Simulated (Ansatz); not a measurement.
# CH5AlBF: how energies converge with the basis set

The task here is to estimate one member of a computed series from the others.

Program: Ansatz 0.2.0, Gaussian basis. Level of theory: one geometry, several basis sets. These are calculated values, not measurements.

The runs, in order: PBE0-D4/def2-SVP; ωB97M-V/def2-SVP; PBE0-D4/def2-QZVPP; ωB97M-V/def2-QZVPP; the functionals' def2-TZVPP values are taken from earlier runs.

## The geometry

An earlier PBE0-D4 in a triple-zeta def2 set relaxation fixed the geometry.

SMILES `C[B](F)[AlH2]`, 9 atoms, charge 0, spin multiplicity 1.

Atoms are counted from 1 here; the program's logs count them from 0.

Bond lengths: C1–B2 1.563 Å, C1–H5 1.099 Å, C1–H6 1.095 Å, C1–H7 1.093 Å, B2–F3 1.340 Å, B2–Al4 2.168 Å, Al4–H8 1.594 Å, Al4–H9 1.594 Å. Angles: B2–C1–H5 108.4°, B2–C1–H6 111.9°, B2–C1–H7 113.5°, H5–C1–H6 105.4°, H5–C1–H7 108.1°, H6–C1–H7 109.3°, C1–B2–F3 116.9°, C1–B2–Al4 126.1°, F3–B2–Al4 117.0°, B2–Al4–H8 121.3°, B2–Al4–H9 121.5°, H8–Al4–H9 117.2°.

The first run:

The input, in.yaml:

```yaml
crystal:
  periodic: [false, false, false]
  atoms:
    - {symbol: C, position_ang: [0.470176, 1.237878, -0.633600]}
    - {symbol: B, position_ang: [0.330411, -0.311399, -0.480750]}
    - {symbol: F, position_ang: [0.903468, -1.068137, -1.426011]}
    - {symbol: Al, position_ang: [-0.734906, -1.346903, 1.097651]}
    - {symbol: H, position_ang: [-0.514192, 1.649882, -0.894529]}
    - {symbol: H, position_ang: [0.744967, 1.717940, 0.311013]}
    - {symbol: H, position_ang: [1.179596, 1.536414, -1.410282]}
    - {symbol: H, position_ang: [0.002012, -1.798241, 2.437142]}
    - {symbol: H, position_ang: [-2.292933, -1.663733, 0.982267]}
basis:
  gaussian: {orbitals: def2-SVP}
hamiltonian: {xc: pbe0, dispersion: d4}
output: {orbitals: {seedname: orbitals}}
```

Started as:

```sh
$ ansatz run in.yaml --threads 2 --pin off --events-out ev --progress --plain --max-ram 4352MiB
```

Among the steps run: PBE0-D4 in def2-SVP; ωB97M-V in def2-SVP; PBE0-D4 in def2-QZVPP; ωB97M-V in def2-QZVPP.

One table of the session follows, with a row left open; its other results are not shown here.

It belongs to the step «Density functionals: the series». 

```
functional       basis  HOMO (eV)  LUMO (eV)
   PBE0-D4    def2-SVP      -7.06      -1.67
   PBE0-D4  def2-TZVPP          ?          ?
   PBE0-D4  def2-QZVPP      -7.11      -1.73
   ωB97M-V    def2-SVP      -9.15       0.01
   ωB97M-V  def2-TZVPP      -9.23      -0.12
   ωB97M-V  def2-QZVPP      -9.24      -0.26
```

Estimate the missing values for PBE0-D4, def2-TZVPP.

As computed: HOMO (eV): -7.11; LUMO (eV): -1.71.
